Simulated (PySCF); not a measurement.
# CH6FNSn (SMILES [CH3][SnH]([NH2])[F]) at HSE06-D3(BJ)/cc-pVDZ-PP (core potential)

Aim: the energy change on altering one bond length of CH6FNSn at HSE06-D3(BJ)/cc-pVDZ-PP (core potential), from 2 runs. The job is set up through a Python script.

Program for the calculation: PySCF 2.14.0.

2 further runs of the same task are left out: 1 for a known fault of the program, 1 set aside as unsound or not needed.

## (1) The system as given

The species is CH6FNSn (10 atoms), meant as a singlet with charge 0. SMILES: `[CH3][SnH]([NH2])[F]`. The shape is that of a PBE0-D4/def2-TZVP optimisation. This is one conformer, not always the lowest.

Bond lengths: C1–Sn2 2.121 Å, Sn2–N3 2.000 Å, Sn2–F4 1.931 Å, C1–H5 1.090 Å, C1–H6 1.090 Å, C1–H7 1.089 Å, Sn2–H8 1.704 Å, N3–H9 1.008 Å, N3–H10 1.008 Å. Some angles: C1–Sn2–N3 111.9°, C1–Sn2–F4 103.5°, N3–Sn2–F4 105.0°, C1–Sn2–H8 120.3°, N3–Sn2–H8 111.0°, F4–Sn2–H8 103.2°, Sn2–C1–H5 108.9°, Sn2–C1–H6 110.7°, Sn2–C1–H7 109.4°, Sn2–N3–H9 117.9°.

## (2) A single-point energy at HSE06-D3(BJ)/cc-pVDZ-PP (core potential)

start.xyz reads:

```xyz
10

C     -1.023300     1.186900     0.305600
Sn    -0.012600    -0.424100    -0.632800
N      1.522200    -1.085200     0.465800
F     -1.308600    -1.855400    -0.593400
H     -1.191500     0.935400     1.352900
H     -0.432400     2.100700     0.242800
H     -1.985300     1.342500    -0.181300
H      0.413300    -0.329300    -2.280300
H      1.719700    -0.610700     1.333200
H      2.381600    -1.312000    -0.009700
```

input.py reads:

```python
from pyscf import gto, dft

system = gto.Mole()
system.atom = 'start.xyz'
system.basis = {'default': 'cc-pvdz-pp', 'C': 'cc-pvdz', 'N': 'cc-pvdz', 'F': 'cc-pvdz', 'H': 'cc-pvdz'}
system.ecp = {'Sn': 'cc-pvdz-pp'}
system.verbose = 4
system.max_memory = 1860
system.build()

myscf = dft.RKS(system, xc='hse06')
myscf.disp = 'd3bj'
myscf.kernel()

e_tot = myscf.e_tot
print('Final energy', e_tot)
```

Started as:

```bash
OMP_NUM_THREADS=1 python input.py
```

Standard output:

```text
PySCF version 2.14.0

[INPUT] num. atoms = 10
[INPUT] num. electrons = 50
[INPUT] charge = 0
[INPUT] spin (= nelec alpha-beta = 2S) = 0
[INPUT] symmetry False subgroup None
[INPUT] Mole.unit = angstrom
[INPUT] Symbol           X                Y                Z      unit          X                Y                Z       unit  Magmom
[INPUT]  1 C     -1.023300000000   1.186900000000   0.305600000000 AA   -1.933756743267   2.242915937246   0.577500303667 Bohr   0.0
[INPUT]  2 Sn    -0.012600000000  -0.424100000000  -0.632800000000 AA   -0.023810549170  -0.801432849428  -1.195818691625 Bohr   0.0
[INPUT]  3 N      1.522200000000  -1.085200000000   0.465800000000 AA    2.876541106813  -2.050730790378   0.880234428822 Bohr   0.0
[INPUT]  4 F     -1.308600000000  -1.855400000000  -0.593400000000 AA   -2.472895606606  -3.506197851518  -1.121363482317 Bohr   0.0
[INPUT]  5 H     -1.191500000000   0.935400000000   1.352900000000 AA   -2.251608677419   1.767649816918   2.556610473924 Bohr   0.0
[INPUT]  6 H     -0.432400000000   2.100700000000   0.242800000000 AA   -0.817117576262   3.969747669874   0.458825503044 Bohr   0.0
[INPUT]  7 H     -1.985300000000   1.342500000000  -0.181300000000 AA   -3.751673275099   2.536957322229  -0.342607346384 Bohr   0.0
[INPUT]  8 H      0.413300000000  -0.329300000000  -2.280300000000 AA    0.781023807283  -0.622286812819  -4.309142481846 Bohr   0.0
[INPUT]  9 H      1.719700000000  -0.610700000000   1.333200000000 AA    3.249762016415  -1.154055744272   2.519382869270 Bohr   0.0
[INPUT] 10 H      2.381600000000  -1.312000000000  -0.009700000000 AA    4.500571738264  -2.479320675429  -0.018330343408 Bohr   0.0

nuclear repulsion = 216.502207822152
number of shells = 40
number of NR pGTOs = 176
number of NR cGTOs = 95
basis = {'default': 'cc-pvdz-pp', 'C': 'cc-pvdz', 'N': 'cc-pvdz', 'F': 'cc-pvdz', 'H': 'cc-pvdz'}
ecp = {'Sn': 'cc-pvdz-pp'}

******** <class 'pyscf.dft.rks.RKS'> ********
method = RKS
initial guess = minao
damping factor = 0
level_shift factor = 0
DIIS = <class 'pyscf.scf.diis.CDIIS'>
diis_start_cycle = 1
diis_space = 8
diis_damp = 0
SCF conv_tol = 1e-09
SCF conv_tol_grad = None
SCF max_cycles = 50
direct_scf = True
direct_scf_tol = 1e-13
XC library pyscf.dft.libxc version 7.0.0
    S. Lehtola, C. Steigemann, M. J.T. Oliveira, and M. A.L. Marques.,  SoftwareX 7, 1–5 (2018)
XC functionals = hse06
radial grids:
    Treutler-Ahlrichs [JCP 102, 346 (1995); DOI:10.1063/1.469408] (M4) radial grids

becke partition: Becke, JCP 88, 2547 (1988); DOI:10.1063/1.454033
pruning grids: <function nwchem_prune>
grids dens level: 3
symmetrized grids: False
atomic radii adjust function: <function treutler_atomic_radii_adjust>
small_rho_cutoff = 0
Set gradient conv threshold to 3.16228e-05
Initial guess from minao.
tot grids = 123088
Calc dispersion correction with DFTD3.
Parameters: xc=hse06, version=d3bj, atm=False
init E= -392.443383877188
  HOMO = -0.814495672418882  LUMO = -0.730196368055324  gap/eV = 2.29390
cycle= 1 E= -408.541521887807  delta_E= -16.1  |g|= 2.35  |ddm|= 30.2
  HOMO = 0.0523978067611883  LUMO = 0.0538356068131033  gap/eV = 0.03912
cycle= 2 E= -399.707129845916  delta_E= 8.83  |g|= 5.47  |ddm|=   14
  HOMO = -0.137008895972247  LUMO = 0.00845311118801817  gap/eV = 3.95822
cycle= 3 E= -410.007103498801  delta_E= -10.3  |g|= 1.46  |ddm|= 12.2
  HOMO = -0.249087963458267  LUMO = 0.0010449991426561  gap/eV = 6.80646
cycle= 4 E= -410.411232964017  delta_E= -0.404  |g|= 0.469  |ddm|= 1.54
  HOMO = -0.253369974549244  LUMO = -0.0022162403809003  gap/eV = 6.83424
cycle= 5 E= -410.44293432529  delta_E= -0.0317  |g|= 0.0936  |ddm|= 0.259
  HOMO = -0.249077546769424  LUMO = -0.000324218205521592  gap/eV = 6.76892
cycle= 6 E= -410.445162612788  delta_E= -0.00223  |g|= 0.0271  |ddm|= 0.112
  HOMO = -0.244346063380217  LUMO = 0.000534075493338185  gap/eV = 6.66353
cycle= 7 E= -410.445285056141  delta_E= -0.000122  |g|= 0.015  |ddm|= 0.0348
  HOMO = -0.2474576092782  LUMO = -0.000376830456571924  gap/eV = 6.72341
cycle= 8 E= -410.445337327919  delta_E= -5.23e-05  |g|= 0.00357  |ddm|= 0.0147
  HOMO = -0.247226718384422  LUMO = -0.000355230109460258  gap/eV = 6.71772
cycle= 9 E= -410.445339842515  delta_E= -2.51e-06  |g|= 0.000924  |ddm|= 0.0033
  HOMO = -0.247304383379312  LUMO = -0.000334776243867047  gap/eV = 6.72039
cycle= 10 E= -410.445340076302  delta_E= -2.34e-07  |g|= 0.000241  |ddm|= 0.00109
  HOMO = -0.247291023416899  LUMO = -0.000332388713346982  gap/eV = 6.72009
cycle= 11 E= -410.445340088086  delta_E= -1.18e-08  |g|= 2.47e-05  |ddm|= 0.00027
  HOMO = -0.24728939676486  LUMO = -0.000331094102000364  gap/eV = 6.72008
cycle= 12 E= -410.445340088252  delta_E= -1.66e-10  |g|= 4.59e-06  |ddm|= 2.78e-05
  HOMO = -0.247289692901351  LUMO = -0.000331597418302375  gap/eV = 6.72007
Extra cycle  E= -410.445340088252  delta_E= -2.27e-13  |g|= 5.6e-06  |ddm|= 1.13e-05
converged SCF energy = -410.445340088252
Final energy -410.445340088252
```

Run time: 32 s. Hardware: 1 thread of Arm Neoverse V2, shared host; peak memory 0.47 GiB.

## (3) The distorted shape at the same level

input.xyz reads:

```xyz
10
CH6FNSn
C     -1.449200     1.092100     1.953100
Sn    -0.438500    -0.518900     1.014700
N      1.096300    -1.180000     2.113300
F     -1.734500    -1.950200     1.054100
H     -1.617400     0.840600     3.000400
H     -0.858300     2.005900     1.890300
H     -2.411200     1.247700     1.466200
H      0.413300    -0.329300    -2.280300
H      1.293800    -0.705500     2.980700
H      1.955700    -1.406800     1.637800
```

input.py reads:

```python
from pyscf import gto, dft

mol = gto.M(
    atom='input.xyz',
    charge=0,
    verbose=4,
    basis={'default': 'cc-pvdz-pp', 'C': 'cc-pvdz', 'N': 'cc-pvdz', 'F': 'cc-pvdz', 'H': 'cc-pvdz'},
    max_memory=1860,
    ecp={'Sn': 'cc-pvdz-pp'},
)

calc0 = dft.RKS(mol, xc='hse06')
calc0.disp = 'd3bj'
calc0.kernel()

etot = calc0.e_tot
print('E = %.10f Eh' % etot)
```

Started as:

```bash
OMP_NUM_THREADS=1 python input.py
```

Standard output:

```text
PySCF version 2.14.0

[INPUT] num. atoms = 10
[INPUT] num. electrons = 50
[INPUT] charge = 0
[INPUT] spin (= nelec alpha-beta = 2S) = 0
[INPUT] symmetry False subgroup None
[INPUT] Mole.unit = angstrom
[INPUT] Symbol           X                Y                Z      unit          X                Y                Z       unit  Magmom
[INPUT]  1 C     -1.449200000000   1.092100000000   1.953100000000 AA   -2.738591099720   2.063769900638   3.690824093888 Bohr   0.0
[INPUT]  2 Sn    -0.438500000000  -0.518900000000   1.014700000000 AA   -0.828644905622  -0.980578886037   1.917505098596 Bohr   0.0
[INPUT]  3 N      1.096300000000  -1.180000000000   2.113300000000 AA    2.071706750361  -2.229876826987   3.993558219043 Bohr   0.0
[INPUT]  4 F     -1.734500000000  -1.950200000000   1.054100000000 AA   -3.277729963058  -3.685343888127   1.991960307904 Bohr   0.0
[INPUT]  5 H     -1.617400000000   0.840600000000   3.000400000000 AA   -3.056443033872   1.588503780309   5.669934264145 Bohr   0.0
[INPUT]  6 H     -0.858300000000   2.005900000000   1.890300000000 AA   -1.621951932714   3.790601633265   3.572149293265 Bohr   0.0
[INPUT]  7 H     -2.411200000000   1.247700000000   1.466200000000 AA   -4.556507631551   2.357811285620   2.770716443837 Bohr   0.0
[INPUT]  8 H      0.413300000000  -0.329300000000  -2.280300000000 AA    0.781023807283  -0.622286812819  -4.309142481846 Bohr   0.0
[INPUT]  9 H      1.293800000000  -0.705500000000   2.980700000000 AA    2.444927659962  -1.333201780881   5.632706659491 Bohr   0.0
[INPUT] 10 H      1.955700000000  -1.406800000000   1.637800000000 AA    3.695737381812  -2.658466712038   3.094993446813 Bohr   0.0

nuclear repulsion = 211.636968998489
number of shells = 40
number of NR pGTOs = 176
number of NR cGTOs = 95
basis = {'default': 'cc-pvdz-pp', 'C': 'cc-pvdz', 'N': 'cc-pvdz', 'F': 'cc-pvdz', 'H': 'cc-pvdz'}
ecp = {'Sn': 'cc-pvdz-pp'}

******** <class 'pyscf.dft.rks.RKS'> ********
method = RKS
initial guess = minao
damping factor = 0
level_shift factor = 0
DIIS = <class 'pyscf.scf.diis.CDIIS'>
diis_start_cycle = 1
diis_space = 8
diis_damp = 0
SCF conv_tol = 1e-09
SCF conv_tol_grad = None
SCF max_cycles = 50
direct_scf = True
direct_scf_tol = 1e-13
XC library pyscf.dft.libxc version 7.0.0
    S. Lehtola, C. Steigemann, M. J.T. Oliveira, and M. A.L. Marques.,  SoftwareX 7, 1–5 (2018)
XC functionals = hse06
radial grids:
    Treutler-Ahlrichs [JCP 102, 346 (1995); DOI:10.1063/1.469408] (M4) radial grids

becke partition: Becke, JCP 88, 2547 (1988); DOI:10.1063/1.454033
pruning grids: <function nwchem_prune>
grids dens level: 3
symmetrized grids: False
atomic radii adjust function: <function treutler_atomic_radii_adjust>
small_rho_cutoff = 0
Set gradient conv threshold to 3.16228e-05
[... 1 set-up line as earlier in the session ...]
tot grids = 123088
Calc dispersion correction with DFTD3.
Parameters: xc=hse06, version=d3bj, atm=False
init E= -392.328513021893
  HOMO = -0.812386414159651  LUMO = -0.716269915143428  gap/eV = 2.61546
cycle= 1 E= -407.968708635242  delta_E= -15.6  |g|= 2.38  |ddm|= 30.2
  HOMO = 0.127906641363929  LUMO = 0.146647471999333  gap/eV = 0.50996
cycle= 2 E= -392.907477194488  delta_E= 15.1  |g|= 6.45  |ddm|= 20.2
  HOMO = -0.135154813257234  LUMO = -0.0558412229560403  gap/eV = 2.15823
cycle= 3 E= -409.720214806001  delta_E= -16.8  |g|= 1.41  |ddm|=   19
  HOMO = -0.187320792329842  LUMO = -0.0997649996924466  gap/eV = 2.38251
cycle= 4 E= -409.952823419528  delta_E= -0.233  |g|= 0.902  |ddm|= 2.89
  HOMO = -0.215506089643149  LUMO = -0.131613575718866  gap/eV = 2.28283
cycle= 5 E= -410.160924016816  delta_E= -0.208  |g|= 0.459  |ddm|= 2.22
  HOMO = -0.196848696384262  LUMO = -0.136232758672236  gap/eV = 1.64944
cycle= 6 E= -410.275272048735  delta_E= -0.114  |g|= 0.208  |ddm|= 1.39
  HOMO = -0.220635342015342  LUMO = -0.152151625156371  gap/eV = 1.86354
cycle= 7 E= -410.30506103493  delta_E= -0.0298  |g|= 0.0956  |ddm|= 0.672
  HOMO = -0.215945745330711  LUMO = -0.149526134728433  gap/eV = 1.80737
cycle= 8 E= -410.30781005344  delta_E= -0.00275  |g|= 0.0619  |ddm|= 0.334
  HOMO = -0.219404187973051  LUMO = -0.151443687170843  gap/eV = 1.84930
cycle= 9 E= -410.310987842035  delta_E= -0.00318  |g|= 0.0158  |ddm|= 0.125
  HOMO = -0.219256720845557  LUMO = -0.151314318347723  gap/eV = 1.84881
cycle= 10 E= -410.310994086748  delta_E= -6.24e-06  |g|= 0.0118  |ddm|= 0.0153
  HOMO = -0.219438934268688  LUMO = -0.151356547059265  gap/eV = 1.85262
cycle= 11 E= -410.311067545406  delta_E= -7.35e-05  |g|= 0.00615  |ddm|= 0.0118
  HOMO = -0.219642447992801  LUMO = -0.151449275931441  gap/eV = 1.85563
cycle= 12 E= -410.311095165919  delta_E= -2.76e-05  |g|= 0.00194  |ddm|= 0.00955
  HOMO = -0.219750224797693  LUMO = -0.151505678858577  gap/eV = 1.85703
cycle= 13 E= -410.311098283105  delta_E= -3.12e-06  |g|= 0.000321  |ddm|= 0.00377
  HOMO = -0.219765490390468  LUMO = -0.151513180084869  gap/eV = 1.85724
cycle= 14 E= -410.311098354323  delta_E= -7.12e-08  |g|= 2.54e-05  |ddm|= 0.000777
  HOMO = -0.219766022958044  LUMO = -0.151514365334773  gap/eV = 1.85722
cycle= 15 E= -410.311098354656  delta_E= -3.33e-10  |g|= 4.79e-06  |ddm|= 3.72e-05
  HOMO = -0.219764575395295  LUMO = -0.151513738420086  gap/eV = 1.85720
Extra cycle  E= -410.311098354243  delta_E= 4.14e-10  |g|= 2.37e-05  |ddm|= 6.14e-05
converged SCF energy = -410.311098354243
E = -410.3110983542 Eh
```

It took 34 s on 1 thread of Arm Neoverse V2, shared host; peak memory 0.47 GiB.

## (4) What came out

Level: HSE06-D3(BJ)/cc-pVDZ-PP (core potential).

| quantity | value |
| --- | --- |
| first shape: total energy | -410.44534 Eh |
| first shape: dipole moment | 3.94 D |
| first shape: HOMO energy | -6.73 eV |
| first shape: LUMO energy | -0.01 eV |
| first shape: HOMO–LUMO gap | 6.72 eV |
| first shape: dispersion energy | -12.07 kJ/mol |
| distorted shape: total energy | -410.31110 Eh |
| distorted shape: dipole moment | 4.80 D |
| distorted shape: HOMO energy | -5.98 eV |
| distorted shape: LUMO energy | -4.12 eV |
| distorted shape: HOMO–LUMO gap | 1.86 eV |
| distorted shape: dispersion energy | -12.50 kJ/mol |
| energy change with the Sn2–H8 bond stretched from 1.704 to 3.409 Å | 3.653 eV |

One bond (distorted shape) is far stretched, which a spin-restricted single reference describes badly; a broken-symmetry solution may lie lower. With the Sn2–H8 bond stretched from 1.704 to 3.409 Å the energy rises by 3.65 eV (84 kcal/mol). The first shape isn't relaxed at this level, so the change isn't measured from a minimum. A restricted reference can't describe the breaking bond well at this length. Mulliken charges (first shape) run from -0.44 on N3 to +0.88 on Sn2.
